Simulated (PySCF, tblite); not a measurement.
# C4H6BF2O2 radical: geometry, infrared bands and EPR parameters

Aim: predict the infrared bands and EPR parameters of C4H6BF2O2 radical (`COC(=O)C[CH]B(F)F`).

The runs use tblite 0.8.0 and PySCF 2.14.0, with density-fitted response routines of our own; the level of theory stands in each step. All values are computed, except where a source is named. Atoms count from 0, in the outputs and in this text.

### 1 The starting structure

15 atoms, charge 0, multiplicity 2; geometry from: force field or distance geometry start.

Bonds of the start (Å): C0–O1 1.41, O1–C2 1.38, C2–O3 1.29, C2–C4 1.49, C4–C5 1.50, C5–B6 1.58, B6–F7 1.46, B6–F8 1.46, C0–H9 1.11, C0–H10 1.09, C0–H11 1.12, C4–H12 1.12, C4–H13 1.13, C5–H14 1.12.

### 2 Optimising the geometry with GFN2-xTB

Job settings and geometry (Å):

```
{"job": {"kind": "relax", "xc": "GFN2-xTB", "basis": "xTB"}, "charge": 0, "multiplicity": 2}
C      2.866000     0.885700    -0.366100
O      1.872800    -0.110900    -0.458100
C      0.571500     0.045500    -0.041800
O      0.170400     1.172200     0.429200
C     -0.470700    -1.011600    -0.125800
C     -1.818500    -0.583400     0.364400
B     -2.744400     0.056400    -0.746400
F     -3.974700    -0.636300    -1.106000
F     -2.868500     1.506000    -0.691600
H      2.449200     1.911400    -0.285300
H      3.541700     0.740000    -1.209500
H      3.446700     0.656800     0.569200
H     -0.155500    -1.855500     0.535000
H     -0.498800    -1.340100    -1.211700
H     -2.391800    -1.428200     0.817000
```

On the command line:

```
$ OMP_NUM_THREADS=1 python probes_run.py task.json out
```

One launch serves the whole session: the jobs run in the order shown.

Log:

```text
step      E/eV     max force
  0    -827.40116    6.330
  1    -828.30998    6.569
  2    -828.84821    1.975
  3    -829.03280    1.120
  4    -829.16305    0.602
  5    -829.20070    0.547
  6    -829.24295    0.533
  7    -829.28159    0.503
  8    -829.32031    0.451
  9    -829.34532    0.406
 10    -829.36621    0.375
 11    -829.38698    0.431
 12    -829.40684    0.426
 13    -829.42429    0.326
 14    -829.43868    0.291
 15    -829.45127    0.307
 16    -829.46379    0.336
 17    -829.47654    0.357
 18    -829.49163    0.344
 19    -829.51204    0.398
 20    -829.53898    0.383
 21    -829.56899    0.370
 22    -829.59286    0.342
 23    -829.60004    0.789
 24    -829.61440    0.505
 25    -829.62931    0.290
 26    -829.64042    0.169
 27    -829.65561    0.193
 28    -829.66094    0.219
 29    -829.66637    0.234
 30    -829.67060    0.185
 31    -829.67546    0.174
 32    -829.68167    0.184
 33    -829.68867    0.223
 34    -829.69493    0.255
 35    -829.69885    0.235
 36    -829.70359    0.174
 37    -829.70836    0.170
 38    -829.71660    0.236
 39    -829.72381    0.253
 40    -829.73182    0.234
 41    -829.73833    0.223
 42    -829.74260    0.145
 43    -829.74434    0.139
 44    -829.74580    0.116
 45    -829.74749    0.127
 46    -829.74945    0.121
 47    -829.75173    0.088
 48    -829.75269    0.079
 49    -829.75400    0.083
 50    -829.75505    0.094
 51    -829.75661    0.095
 52    -829.75811    0.095
 53    -829.75956    0.088
 54    -829.76098    0.088
 55    -829.76254    0.100
 56    -829.76402    0.091
 57    -829.76514    0.090
 58    -829.76605    0.083
 59    -829.76691    0.072
 60    -829.76779    0.090
 61    -829.76847    0.077
 62    -829.76891    0.053
 63    -829.76926    0.049
 64    -829.76963    0.057
 65    -829.77002    0.065
 66    -829.77040    0.068
 67    -829.77079    0.071
 68    -829.77116    0.062
 69    -829.77147    0.046
 70    -829.77177    0.051
 71    -829.77211    0.055
 72    -829.77252    0.060
 73    -829.77295    0.050
 74    -829.77333    0.052
 75    -829.77379    0.053
 76    -829.77454    0.100
 77    -829.77570    0.145
 78    -829.77734    0.157
 79    -829.77911    0.178
 80    -829.78078    0.098
 81    -829.78163    0.348
 82    -829.78341    0.139
 83    -829.78662    0.082
 84    -829.78891    0.355
 85    -829.79082    0.145
 86    -829.79284    0.165
 87    -829.79520    0.263
 88    -829.79759    0.167
 89    -829.79849    0.537
 90    -829.80087    0.103
 91    -829.80191    0.089
 92    -829.80351    0.183
 93    -829.80458    0.227
 94    -829.80632    0.362
 95    -829.80785    0.189
 96    -829.81071    0.262
 97    -829.81405    0.311
 98    -829.81284    0.776
 99    -829.81759    0.183
100    -829.81989    0.112
101    -829.82288    0.171
102    -829.82452    0.550
103    -829.82650    0.126
104    -829.82722    0.081
105    -829.82818    0.230
106    -829.82939    0.229
107    -829.83168    0.205
108    -829.83302    0.166
109    -829.83436    0.130
110    -829.83582    0.115
111    -829.83675    0.051
112    -829.83739    0.088
113    -829.83802    0.111
114    -829.83911    0.131
115    -829.84058    0.127
116    -829.84209    0.159
117    -829.84317    0.210
118    -829.84440    0.089
119    -829.84507    0.100
120    -829.84579    0.097
121    -829.84619    0.091
122    -829.84656    0.069
123    -829.84676    0.055
124    -829.84689    0.035
125    -829.84702    0.032
126    -829.84713    0.044
127    -829.84723    0.033
128    -829.84730    0.017
129    -829.84735    0.022
130    -829.84739    0.025
131    -829.84744    0.026
132    -829.84749    0.022
133    -829.84754    0.018
134    -829.84760    0.027
135    -829.84767    0.031
136    -829.84777    0.031
137    -829.84788    0.023
138    -829.84802    0.025
139    -829.84817    0.029
140    -829.84838    0.039
141    -829.84874    0.065
142    -829.84949    0.115
143    -829.85027    0.183
144    -829.85199    0.264
145    -829.85424    0.175
146    -829.85411    0.433
147    -829.85642    0.217
148    -829.85727    0.071
149    -829.85757    0.055
150    -829.85775    0.042
151    -829.85797    0.038
152    -829.85813    0.053
153    -829.85825    0.054
154    -829.85839    0.053
155    -829.85859    0.034
156    -829.85868    0.024
157    -829.85882    0.029
158    -829.85900    0.041
159    -829.85923    0.053
160    -829.85949    0.053
161    -829.85975    0.058
162    -829.85997    0.049
163    -829.86009    0.034
164    -829.86016    0.022
165    -829.86019    0.009
```

It took 1.1 s on 1 thread of Arm Neoverse V1, shared host.

Along the way: (not every step is listed)

| step | energy from step 0 (eV) | largest force (eV/Å) |
| --- | --- | --- |
| 0 | 0.0000 | 6.3304 |
| 1 | -0.9088 | 6.5688 |
| 2 | -1.4470 | 1.9752 |
| 3 | -1.6316 | 1.1200 |
| 4 | -1.7619 | 0.6024 |
| 5 | -1.7995 | 0.5467 |
| 6 | -1.8418 | 0.5331 |
| 7 | -1.8804 | 0.5026 |
| 8 | -1.9191 | 0.4507 |
| 23 | -2.1989 | 0.7886 |
| 38 | -2.3154 | 0.2358 |
| 53 | -2.3584 | 0.0878 |
| 68 | -2.3700 | 0.0616 |
| 83 | -2.3855 | 0.0824 |
| 98 | -2.4117 | 0.7763 |
| 113 | -2.4369 | 0.1114 |
| 128 | -2.4461 | 0.0171 |
| 143 | -2.4491 | 0.1832 |
| 158 | -2.4578 | 0.0411 |
| 160 | -2.4583 | 0.0530 |
| 161 | -2.4586 | 0.0580 |
| 162 | -2.4588 | 0.0486 |
| 163 | -2.4589 | 0.0338 |
| 164 | -2.4590 | 0.0221 |
| 165 | -2.4590 | 0.0094 |

Distances of close pairs at the start and the end, largest changes first:

| bond | before (Å) | after (Å) | change (Å) |
| --- | --- | --- | --- |
| B6–F7 | 1.457 | 1.329 | -0.128 |
| B6–F8 | 1.456 | 1.330 | -0.126 |
| C2–O3 | 1.285 | 1.198 | -0.087 |
| C5–B6 | 1.581 | 1.514 | -0.068 |
| C2–C4 | 1.487 | 1.542 | +0.056 |
| O1–C2 | 1.375 | 1.322 | -0.053 |
| C4–H13 | 1.135 | 1.089 | -0.046 |
| C5–H14 | 1.117 | 1.081 | -0.036 |

The final coordinates are the input of the step that follows.

### 3 Infrared spectrum with GFN2-xTB

Job settings and geometry (Å):

```
{"job": {"kind": "ir", "xc": "GFN2-xTB", "basis": "xTB"}, "charge": 0, "multiplicity": 2}
C      2.174882     1.217631    -0.416822
O      1.157789     0.251997    -0.676552
C      0.729810    -0.489547     0.330470
O      1.141942    -0.462998     1.455139
C     -0.429486    -1.390862    -0.141494
C     -1.650959    -0.616609     0.150716
B     -2.346914     0.271540    -0.858228
F     -3.408070     1.011110    -0.553786
F     -1.963764     0.369290    -2.127729
H      1.726510     2.211418    -0.441103
H      2.920156     1.126813    -1.205286
H      2.625191     1.036390     0.560182
H     -0.379001    -2.316520     0.432419
H     -0.308076    -1.562110    -1.210155
H     -1.994423    -0.649552     1.174662
```

Log:

```text
mode    cm-1     km/mol
  1     -39.6      0.16
  2      29.5      1.98
  3      38.0      3.30
  4      69.8      0.91
  5     145.9      0.07
  6     162.6      5.54
  7     233.3      1.91
  8     276.8     10.53
  9     381.2     17.79
 10     408.0     12.80
 11     449.0     43.89
 12     470.2      5.82
 13     610.2      1.83
 14     656.4     61.12
 15     709.6     42.74
 16     769.6      1.34
 17     873.1     15.68
 18     944.7     27.08
 19    1015.4     27.97
 20    1085.7    106.57
 21    1105.2    214.05
 22    1113.2     59.46
 23    1146.4     46.92
 24    1189.8     75.58
 25    1212.3    276.83
 26    1221.2     99.35
 27    1252.1    316.15
 28    1378.6     30.63
 29    1385.4    206.08
 30    1422.6     16.68
 31    1440.8     10.71
 32    1453.8     12.57
 33    1791.4    502.21
 34    2983.8      3.37
 35    2997.5     11.13
 36    2998.3      6.92
 37    3014.6      4.80
 38    3022.1      6.11
 39    3088.0     13.13
```

Wall time 0.46 s (1 thread of Arm Neoverse V1, shared host).

Which atoms move in the most intense modes:

| cm⁻¹ | km/mol | atoms |
| --- | --- | --- |
| 1086 | 106.6 | H12 30 %, O1 23 %, H13 15 %, C0 11 % |
| 1105 | 214.1 | C4 16 %, H9 15 %, C5 12 % |
| 1190 | 75.6 | H12 21 %, H13 18 %, B6 14 %, H14 14 % |
| 1212 | 276.8 | H13 32 %, B6 17 %, H14 15 % |
| 1221 | 99.3 | H12 23 %, C2 17 %, O1 14 %, B6 12 % |
| 1252 | 316.1 | B6 54 %, H14 19 %, F8 13 % |
| 1385 | 206.1 | C5 37 %, B6 33 % |
| 1791 | 502.2 | C2 63 %, O3 36 % |

### 4 EPR parameters: B3LYP/pcH-1

Same as in step 3 but for these lines:

```diff
@@ -1,2 +1,2 @@
-{"job": {"kind": "ir", "xc": "GFN2-xTB", "basis": "xTB"}, "charge": 0, "multiplicity": 2}
+{"job": {"kind": "epr", "basis": "pcH-1"}, "charge": 0, "multiplicity": 2}
 C      2.174882     1.217631    -0.416822
```

Method: UKS B3LYP, pcH-1 on B C F H O, non-relativistic, mean-field spin-orbit, GIAO.

Log:

```text
UKS, coarse grid
  cycle   1  E = -530.92990086  |g| = 8.06e-01
  cycle   2  E = -530.22244283  |g| = 1.59e+00
  cycle   3  E = -531.09926193  |g| = 3.50e-01
  cycle   4  E = -531.14580584  |g| = 8.08e-02
  cycle   5  E = -531.14730815  |g| = 4.46e-02
  cycle   6  E = -531.14812023  |g| = 8.89e-03
  cycle   7  E = -531.14816233  |g| = 2.38e-03
  cycle   8  E = -531.14816668  |g| = 1.34e-03
  cycle   9  E = -531.14816783  |g| = 5.83e-04
UKS, final grid
  cycle   1  E = -531.14822408  |g| = 8.47e-04
  cycle   2  E = -531.14822368  |g| = 1.38e-03
  cycle   3  E = -531.14822433  |g| = 1.94e-04
  cycle   4  E = -531.14822434  |g| = 3.53e-05
  cycle   5  E = -531.14822434  |g| = 2.11e-05
E = -531.14822434 Eh   <S^2> = 0.7530 (exact 0.7500)
g shifts (ppm)      1          2          3
  rmc          -159       -159       -159
  gc              7         43         31
  oz_so         -14       1124       1661
  total        -166       1007       1533
hyperfine (MHz)  atom isotope    a_iso     a_fc   dipolar eigenvalues
    0   13C       1.04       1.04     -0.58     -0.44      1.02
    1   17O      -5.16      -5.16     -3.35      1.20      2.16
    2   13C      87.69      87.69     -6.36     -5.53     11.89
    3   17O      -1.60      -1.60    -11.70      4.52      7.18
    4   13C     -25.90     -25.90     -3.50      0.37      3.13
    5   13C      58.30      58.30    -67.70    -66.94    134.64
    6   11B     -28.68     -28.68     -9.43     -1.24     10.67
    7   19F      17.72      17.72    -55.97    -51.38    107.35
    8   19F      15.29      15.29    -50.35    -45.78     96.13
    9    1H       1.50       1.50     -1.10     -0.70      1.81
   10    1H      -0.40      -0.40     -0.77     -0.73      1.50
   11    1H      -0.16      -0.16     -1.09     -0.78      1.87
   12    1H      48.18      48.18     -4.10     -3.69      7.79
   13    1H      24.57      24.57     -4.14     -3.71      7.85
   14    1H     -52.26     -52.26    -31.85     -1.37     33.21
```

Run time: 88 s. Hardware: 1 thread of Arm Neoverse V1, shared host; peak memory 0.97 GiB.

Principal g values 2.00215, 2.00333, 2.00385; g(iso) = 2.00311, against 2.00232 for a free electron.

Mean a(iso) over the nuclei that a row names, and the largest dipolar term of the row (other rows stand at the frozen geometry):

| nuclei | isotope | a(iso) (MHz) | a(iso) (G, at g = 2.0023) | largest dipolar term (MHz) |
| --- | --- | --- | --- | --- |
| C2 | 13C | 87.7 | 31.3 | 11.9 |
| C5 | 13C | 58.3 | 20.8 | 134.6 |
| H14 | 1H | -52.3 | -18.6 | 33.2 |
| H12, H13 | 1H | 36.4 | 13.0 | 7.8 |
| B6 | 11B | -28.7 | -10.2 | 10.7 |
| C4 | 13C | -25.9 | -9.2 | -3.5 |
| F7, F8 | 19F | 16.5 | 5.9 | 107.3 |
| O1 | 17O | -5.2 | -1.8 | -3.4 |
| O3 | 17O | -1.6 | -0.6 | -11.7 |
| C0 | 13C | 1.0 | 0.4 | 1.0 |
| H9, H10, H11 | 1H | 0.3 | 0.1 | 1.9 |

Mulliken spin populations:

C0 0.00; O1 0.01; C2 0.03; O3 0.03; C4 -0.07; C5 0.91; B6 0.06; F7 0.02; F8 0.02; H9 0.00; H10 0.00; H11 0.00; H12 0.02; H13 0.01; H14 -0.04

In first order the couplings over 0.8 MHz of 1H, 11B, 19F give 72 distinct lines over 87.1 G, if the averaged nuclei exchange fast.

Orbitals, density, ELF and potential are computed afterwards from the orbital file.

ELF in a plane through or near 4 of the atoms.

Ten even steps from '0' (0.00) to '9' (0.99):
```
0000000000000000000000000000
0000000000000000000000000000
0000000000000000000000000000
0000000000000000000000000000
0000000011000000010000000000
0000000254000000122001210000
0000001476000000255223220000
0000245675123100141123210000
0000468624477300130512100000
0000247507767200379972000000
0000025645777212666884100000
0000024400451685896764200000
0000001000342894476553100000
0000000001465566752111000000
0000000002331029993000000000
0000000001110019995000000000
0000000000000006872000000000
0000000000000000100000000000
0000000000000000000000000000
0000000000000000000000000000
```
The map spans 11.4 Å across and 9.5 Å up, centred on the molecule. Atoms in the plane (x, y in Å): C0 (-2.4, 0.6), C2 (-0.6, -0.9), C5 (1.7, -0.3), B6 (2.2, 1.1).

On the surface of density 0.002 e/bohr³ the electrostatic potential runs, from the 1st to the 99th percentile, from -1.40 V near O3 to 1.43 V near B6.

The spin density lies nearest to C5 55 %; H14 17 %; B6 8 %.

### 5 Summary of results

| quantity | value |
| --- | --- |
| strongest single infrared mode (GFN2-xTB) | 1791 cm⁻¹, 502 km/mol |
| zero-point energy (GFN2-xTB) | 63.7 kcal/mol |
| g(iso) (B3LYP) | 2.00311 |
| ⟨S²⟩ | 0.753 (exact 0.75) |
| largest a(iso) (averaged by class) | 13C on C2, 87.7 MHz |
| surface potential, 1st and 99th percentile | -1.40 V and 1.43 V |

**Reading.** Relaxing lowered the energy by 2.459 eV in 165 steps; the close pair that moved most is B6–F7, from 1.457 to 1.329 Å. The lowest mode is imaginary (40i cm⁻¹), so the xTB geometry is not a minimum. The strongest single mode, at 1791 cm⁻¹, moves mainly C2 and O3. Unscaled tight-binding wavenumbers are off by several per cent, some by more. Its intensities can rank the bands wrongly. C5 carries the largest spin population, 0.91 e. The isotropic g lies 0.8 ppt above the free-electron value.
